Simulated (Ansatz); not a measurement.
# BClH₃NS: taking an electron away

How much energy removes an electron from BClH₃NS at fixed geometry? The cation is run at each level and the neutral's energy taken from earlier runs.

Method: unrestricted cation, the program's frozen cores in correlated methods; program: Ansatz 0.2.0, Gaussian basis.

Levels to be run: UKS PBE-D4/def2-TZVPP; UKS r2SCAN-D4/def2-TZVPP; UKS PBE0-D4/def2-TZVPP; UKS B3LYP-D4/def2-TZVPP; UKS wB97X-V/def2-TZVPP; UKS wB97M-V/def2-TZVPP; UKS B2PLYP/def2-TZVPP; UHF-CCSD(T)/def2-TZVPP; UHF-CCSD(T)/def2-QZVPP; extrapolation to the limit; then −ε(HOMO) from the neutral's earlier runs with LDA (SPW92), PBE-D4, revPBE-D4, BLYP-D4, r2SCAN-D4, B97M-V, PBE0-D4, B3LYP-D4, r2SCANh-D4, r2SCAN0-D4, HSE06-D4, BHLYP-D4, CAM-B3LYP-D4, LC-ωPBE, ωB97X-V, ωB97M-V.

### Step 1. The geometry

All runs share one geometry, relaxed beforehand with PBE0-D4 in a triple-zeta def2 set.

SMILES `NB(S)Cl`, 7 atoms, charge 0, spin multiplicity 1.

Atoms are counted from 1 here; the program's logs count them from 0.

Bond lengths: N1–B2 1.391 Å, N1–H5 1.005 Å, N1–H6 1.004 Å, B2–S3 1.813 Å, B2–Cl4 1.772 Å, S3–H7 1.344 Å. Angles: B2–N1–H5 121.6°, B2–N1–H6 123.8°, H5–N1–H6 114.6°, N1–B2–S3 125.3°, N1–B2–Cl4 118.9°, S3–B2–Cl4 115.8°, B2–S3–H7 97.0°.

### Step 2. Cation, UKS PBE-D4/def2-TZVPP

in.yaml reads:

```yaml
crystal:
  periodic: [false, false, false]
  atoms:
    - {symbol: N, position_ang: [-0.251823, 0.913601, -0.185530]}
    - {symbol: B, position_ang: [-0.217719, -0.474858, -0.253848]}
    - {symbol: S, position_ang: [0.884760, -1.545266, 0.708499]}
    - {symbol: Cl, position_ang: [-1.325887, -1.305091, -1.359110]}
    - {symbol: H, position_ang: [-0.888471, 1.452532, -0.746797]}
    - {symbol: H, position_ang: [0.341677, 1.458441, 0.413757]}
    - {symbol: H, position_ang: [1.518563, -0.567358, 1.377328]}
basis:
  gaussian: {orbitals: def2-TZVPP}
total_charge: 1
magnetization: {spin_polarized: true, initial_magnetization: 1}
hamiltonian: {xc: pbe, dispersion: d4}
```

On the command line:

```console
$ ansatz run in.yaml --threads 2 --pin off --events-out ev --progress --plain --max-ram 20480MiB --backend cpu
```

The runs that follow: Cation, UKS r2SCAN-D4/def2-TZVPP; Cation, UKS PBE0-D4/def2-TZVPP; Cation, UKS B3LYP-D4/def2-TZVPP; Cation, UKS wB97X-V/def2-TZVPP; Cation, UKS wB97M-V/def2-TZVPP; Cation, UKS B2PLYP (frozen core)/def2-TZVPP; Cation, UHF-CCSD(T)/def2-TZVPP; Cation, UHF-CCSD(T)/def2-QZVPP.

Before running them: what should the planned runs give, taken together? Wanted: ionisation energy, CCSD(T)/CBS; nearest functional by difference; nearest −ε(HOMO); −ε(HOMO) of PBE; T1 of the cation.

As calculated:

| quantity | value |
| --- | --- |
| ionisation energy, CCSD(T)/CBS | 10.05 eV |
| nearest functional by difference | ωB97X-V (-0.12 eV) |
| nearest −ε(HOMO) | ωB97X-V (-0.16 eV) |
| −ε(HOMO) of PBE | 6.27 eV |
| T1 of the cation | 0.026 |

What this shows: Energy differences with functionals land within 0.53 eV of the reference. The PBE orbital energy is 3.8 eV too small: a semilocal HOMO is no ionisation energy. Among orbital estimates ωB97X-V comes nearest. Hartree-Fock falls 1.08 eV short, as the neutral has more correlation energy than the cation.
